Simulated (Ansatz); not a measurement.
# triplet SnNH4F at 6 levels

We compute a comparison of 6 runs (U-r2SCAN0/def2-SVP, UB2PLYP/def2-SVP, UPBE0/def2-SVP, RPA@PBE/def2-SVP, UBCCD(T)/def2-SVP, UCCSD/def2-SVP) of triplet SnNH4F. 

Program for the calculation: Ansatz 0.2.0.

59 further runs of the same task are left out: 1 that didn't finish, 58 set aside as unsound or not needed.

## (1) The molecule

SnNH4F has 7 atoms, charge 0, and is taken as a triplet. SMILES of the parent species: `[NH2][SnH2][F]`. The shape is that of a PBE0-D4/def2-TZVP optimisation. This is one conformer, not always the lowest. That shape belongs to the parent species and isn't relaxed for this state.

Bond lengths: N1–Sn2 1.995 Å, Sn2–F3 1.926 Å, N1–H4 1.008 Å, N1–H5 1.008 Å, Sn2–H6 1.699 Å, Sn2–H7 1.699 Å. Angles: N1–Sn2–F3 105.2°, N1–Sn2–H6 111.6°, N1–Sn2–H7 111.8°, F3–Sn2–H6 103.8°, F3–Sn2–H7 103.8°, Sn2–N1–H4 117.7°, Sn2–N1–H5 117.8°, H6–Sn2–H7 119.0°, H4–N1–H5 110.3°.

## (2) The energy at U-r2SCAN0/def2-SVP (core potential) (run 1)

File molecule.yaml:

```yaml
basis:
  gaussian: {orbitals: def2-SVP}
crystal:
  periodic: [false, false, false]
  atoms:
    - symbol: "N"
      position_ang: [-0.824600, 0.088300, -0.943000]
    - symbol: Sn
      position_ang: [0.497700, -0.065100, 0.542900]
    - symbol: F
      position_ang: [0.233900, -1.827500, 1.272400]
    - symbol: H
      position_ang: [-1.584200, 0.741400, -0.829600]
    - symbol: H
      position_ang: [-0.469500, 0.125500, -1.885700]
    - symbol: H
      position_ang: [0.113100, 0.971100, 1.833800]
    - symbol: H
      position_ang: [2.094900, -0.101800, -0.036600]
magnetization: {spin_polarized: true, initial_magnetization: 2}
hamiltonian: {xc: {name: r2SCAN0}}
accuracy: high
output: {orbitals: {seedname: orbitals}}
```

Run with:

```sh
$ ansatz run molecule.yaml --threads 1 --pin off --max-ram 3480MiB --events-out events.jsonl --progress --plain --runs-dir runs
```

The log of the run:

```text
Warning: RAYON_NUM_THREADS=1 ignored (pool sized by the plan → 1); use --threads N
Functional definition: r2SCAN0
  name "r2SCAN0"
  parameter a = 0.25
  parameter k0 = 0.174
  parameter k1 = 0.065
  parameter a1 = 4.9479
  exchange = (1 - a)*r2scan_x(k0 = k0, k1 = k1, a1 = a1) + a*exact_x
  correlation = r2scan_c
1764 factors; integrals over basis functions are off by at most 2.9e-9 eV
mean field evaluation 1: about -10082.6885 eV, gradient 4.5e1 eV
mean field evaluation 2: about -10040.1186 eV, gradient 9.3e1 eV
mean field evaluation 4: about -10088.1770 eV, gradient 3.0e1 eV
mean field evaluation 8: about -10093.4472 eV, gradient 1.6e0 eV
mean field evaluation 16: about -10093.6194 eV, gradient 2.2e-2 eV
mean field evaluation 32: about -10093.6194 eV, gradient 1.1e-5 eV
mean field -10093.61941479 eV, -370.9336717926 hartree, gradient 9.6e-8 eV, S^2 2.005721; 2 other end points of the search recorded, 0 dependent functions left out
reference -10093.61941720 eV, -370.9336718812 hartree; 22, 20 occupied and 52, 54 virtual orbitals, 1764 factors
Total energy: -10093.61941720 eV, -370.9336718812 hartree
```

Wall time 24 s (1 thread of Intel Xeon Platinum 8488C (Sapphire Rapids), shared host); peak memory 0.49 GiB.

## (3) A single-point energy at UB2PLYP/def2-SVP (core potential) (run 2)

File in.yaml:

```yaml
crystal:
  periodic: [false, false, false]
  atoms:
    - {symbol: "N", position_ang: [-0.824600, 0.088300, -0.943000]}
    - {symbol: Sn, position_ang: [0.497700, -0.065100, 0.542900]}
    - {symbol: F, position_ang: [0.233900, -1.827500, 1.272400]}
    - {symbol: H, position_ang: [-1.584200, 0.741400, -0.829600]}
    - {symbol: H, position_ang: [-0.469500, 0.125500, -1.885700]}
    - {symbol: H, position_ang: [0.113100, 0.971100, 1.833800]}
    - {symbol: H, position_ang: [2.094900, -0.101800, -0.036600]}
basis:
  gaussian:
    orbitals: def2-SVP
magnetization:
  spin_polarized: true
  initial_magnetization: 2
hamiltonian:
  xc: {name: B2PLYP}
correlation:
  frozen_orbitals: {F: 1, H: 0, "N": 1, Sn: 4}
accuracy: high
output: {orbitals: {seedname: orbitals}}
```

Run with:

```sh
$ ansatz run in.yaml --threads 1 --pin off --max-ram 3480MiB --events-out events.jsonl --progress --plain --runs-dir runs
```

The log of the run, cut to the lines that bear on the results:

```text
Warning: RAYON_NUM_THREADS=1 ignored (pool sized by the plan → 1); use --threads N
Functional definition: B2PLYP
  name "B2PLYP"
[...]
1764 factors; integrals over basis functions are off by at most 2.9e-9 eV
[...]
mean field -10079.43092880 eV, -370.4122545499 hartree, gradient 8.1e-8 eV, S^2 2.005557; 4 other end points of the search recorded, 0 dependent functions left out
6 core orbitals not correlated: weight in the atoms' cores, before any rotation towards them, 1.000 or more for the frozen orbitals, at most 0.000 for the correlated occupied ones
reference -10079.43095478 eV, -370.4122555044 hartree; 16, 14 occupied and 52, 54 virtual orbitals, 1764 factors
second order -15.00695655 eV of doubles, -0.00000000 eV of singles
Total energy: -10083.48283305 eV, -370.5611592843 hartree
```

It took 24 s on 1 thread of Intel Xeon Platinum 8488C (Sapphire Rapids), shared host; peak memory 0.46 GiB.

Runs 3 to 5 aren't shown in full; the table further down has their settings and results.

## (4) The energy at UCCSD/def2-SVP (core potential) (run 6)

File molecule.yaml:

```yaml
crystal:
  periodic: [false, false, false]
  atoms:
    - {symbol: N, position_ang: [-0.824600, 0.088300, -0.943000]}
    - {symbol: Sn, position_ang: [0.497700, -0.065100, 0.542900]}
    - {symbol: F, position_ang: [0.233900, -1.827500, 1.272400]}
    - {symbol: H, position_ang: [-1.584200, 0.741400, -0.829600]}
    - {symbol: H, position_ang: [-0.469500, 0.125500, -1.885700]}
    - {symbol: H, position_ang: [0.113100, 0.971100, 1.833800]}
    - {symbol: H, position_ang: [2.094900, -0.101800, -0.036600]}
basis:
  gaussian: {orbitals: def2-SVP}
correlation: {method: ccsd, frozen_orbitals: {F: 1, H: 0, "N": 1, Sn: 4}}
magnetization: {spin_polarized: true, initial_magnetization: 2}
scf: {omitted_lower_state_checks: [cluster_reference, increment]}
accuracy: high
```

Run with:

```sh
$ ansatz run molecule.yaml --threads 1 --pin off --max-ram 3480MiB --events-out events.jsonl --progress --plain --runs-dir runs
```

The log of the run:

```text
Warning: RAYON_NUM_THREADS=1 ignored (pool sized by the plan → 1); use --threads N
[... 15 lines left out ...]
6 core orbitals not correlated: weight in the atoms' cores, before any rotation towards them, 1.000 or more for the frozen orbitals, at most 0.000 for the correlated occupied ones
[... 35 lines left out ...]
Total energy: -10061.14330579 eV, -369.7401967998 hartree
Checks for a lower state left out: cluster_reference, increment
```

Run time: 39 s. Hardware: 1 thread of Intel Xeon Platinum 8488C (Sapphire Rapids), shared host; peak memory 0.72 GiB.

## (5) Overview of the runs

```csv
run,level,frozen core orbitals,energy (Eh),⟨S²⟩,wall time
1,U-r2SCAN0/def2-SVP (core potential),–,-370.933672,2.006,24 s
2,UB2PLYP/def2-SVP (core potential),6,-370.561159,2.006,24 s
3,UPBE0/def2-SVP (core potential),–,-370.819561,2.004,12 s
4,RPA@PBE/def2-SVP (core potential),6,-369.957166,2.002,24 s
5,UBCCD(T)/def2-SVP (core potential),6,-369.750738,2.011,90 s
6,UCCSD/def2-SVP (core potential),6,-369.740197,2.011,39 s
```

## (6) What came out

```
                                          quantity          value
                               run 6: total energy  -369.74020 Eh
run 6: correlation energy (6 core orbitals frozen)     -483.8 mEh
          run 6: ⟨S²⟩ of the reference determinant          2.011
                              run 6: T1 diagnostic          0.023
```

**Reading.** Totals of different functionals can't be ranked against each other. All runs together took 3.6 min, the longest 90 s.
